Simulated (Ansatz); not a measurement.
**CH3AgF3PS: up Jacob's ladder to CCSD(T)**

An exercise on one series of results from a longer session: the logs are not shown, and one member is left open.

Computed with Ansatz 0.2.0, Gaussian basis. Level: functionals in def2-TZVPP, the program's frozen cores in correlated methods.

Plan: LDA (SPW92), PBE-D4, revPBE-D4, BLYP-D4, r2SCAN-D4, B97M-V, PBE0-D4, B3LYP-D4, r2SCANh-D4, r2SCAN0-D4, HSE06-D4, BHLYP-D4, CAM-B3LYP-D4, LC-ωPBE, ωB97X-V, ωB97M-V, B2PLYP, PBE-QIDH; CCSD(T)/def2-SVP; CCSD(T)/def2-TZVPP; MP2/def2-QZVPP; extrapolation to the limit; RPA on PBE.

## The relaxed structure

An earlier PBE0-D4 in a triple-zeta def2 set relaxation fixed the geometry. Ag takes the def2 core potential; no spin-orbit term is included.

SMILES `C[S][Ag-][P+](F)(F)F`, 10 atoms, charge 0, spin multiplicity 1.

Atoms are counted from 1 here; the program's logs count them from 0.

Bond lengths: C1–S2 1.821 Å, C1–H8 1.090 Å, C1–H9 1.091 Å, C1–H10 1.090 Å, S2–Ag3 2.302 Å, Ag3–P4 2.302 Å, P4–F5 1.549 Å, P4–F6 1.550 Å, P4–F7 1.549 Å. Angles: S2–C1–H8 111.8°, S2–C1–H9 107.0°, S2–C1–H10 111.8°, H8–C1–H9 108.3°, H8–C1–H10 109.4°, H9–C1–H10 108.3°, C1–S2–Ag3 104.9°, S2–Ag3–P4 178.1°, Ag3–P4–F5 118.8°, Ag3–P4–F6 119.0°, Ag3–P4–F7 116.9°, F5–P4–F6 99.2°, F5–P4–F7 99.7°, F6–P4–F7 99.5°.

Set-up of the first run:

Contents of in.yaml:

```yaml
crystal:
  periodic: [false, false, false]
  atoms:
    - {symbol: C, position_ang: [0.485597, -2.179298, 1.550096]}
    - {symbol: S, position_ang: [1.680107, -1.363531, 0.443645]}
    - {symbol: Ag, position_ang: [0.514487, 0.383388, -0.497961]}
    - {symbol: P, position_ang: [-0.590098, 2.146654, -1.481869]}
    - {symbol: F, position_ang: [-0.582488, 2.262067, -3.026996]}
    - {symbol: F, position_ang: [-0.166447, 3.593683, -1.123699]}
    - {symbol: F, position_ang: [-2.113331, 2.253965, -1.220486]}
    - {symbol: H, position_ang: [-0.371663, -2.570565, 1.002950]}
    - {symbol: H, position_ang: [1.005121, -3.016863, 2.017863]}
    - {symbol: H, position_ang: [0.138705, -1.509500, 2.336457]}
basis:
  gaussian: {orbitals: def2-TZVPP}
hamiltonian: {xc: lda}
output: {orbitals: {seedname: orbitals}}
```

The run is started by

```
$ ansatz run in.yaml --threads 2 --pin off --events-out ev --progress --plain --max-ram 32768MiB --backend cuda --devices 0, --max-vram 18GiB
```

Among the steps run: LDA; PBE-D4 (GGA); revPBE-D4 (GGA); BLYP-D4 (GGA); r2SCAN-D4 (meta-GGA); B97M-V (meta-GGA); PBE0-D4 (hybrid); B3LYP-D4 (hybrid); r2SCANh-D4 (hybrid); r2SCAN0-D4 (hybrid); HSE06-D4 (hybrid); BHLYP-D4 (hybrid); CAM-B3LYP-D4 (range-separated); LC-ωPBE (range-separated); ωB97X-V (range-separated); ωB97M-V (range-separated); B2PLYP (double hybrid); PBE-QIDH (double hybrid).

One of the session's tables, all rows but one given; the rest of the session is left out.

It belongs to the step «Orbital energies across the functionals». 

| functional | HOMO (eV) | LUMO (eV) | gap (eV) |
| --- | --- | --- | --- |
| LDA (SPW92) | -5.02 | -2.78 | 2.24 |
| PBE-D4 | -4.82 | -2.51 | 2.31 |
| revPBE-D4 | -4.73 | -2.39 | 2.35 |
| BLYP-D4 | -4.68 | -2.38 | 2.29 |
| r2SCAN-D4 | -4.98 | -2.34 | 2.64 |
| B97M-V | -5.01 | -2.42 | 2.59 |
| PBE0-D4 | -5.79 | -1.77 | 4.02 |
| B3LYP-D4 | -5.61 | -1.98 | 3.64 |
| r2SCANh-D4 | -5.34 | -2.07 | 3.27 |
| r2SCAN0-D4 | ? | ? | ? |
| HSE06-D4 | -5.40 | -2.13 | 3.27 |
| BHLYP-D4 | -6.69 | -0.99 | 5.69 |
| CAM-B3LYP-D4 | -7.02 | -0.84 | 6.18 |
| LC-ωPBE | -8.28 | 0.26 | 8.55 |
| ωB97X-V | -7.96 | 0.15 | 8.11 |
| ωB97M-V | -7.85 | -0.08 | 7.77 |

Estimate the missing values for r2SCAN0-D4.

Worked estimate for «HOMO (eV)». Against the share of exact exchange, r2SCAN-D4 (0, -4.98), r2SCANh-D4 (0.1, -5.34) give a slope of -3.60 per unit share; at 0.25 the line stands at -5.88.

**Answer.** HOMO (eV): -5.91; LUMO (eV): -1.67; gap (eV): 4.24. In «HOMO (eV)» the line misses by +0.03.
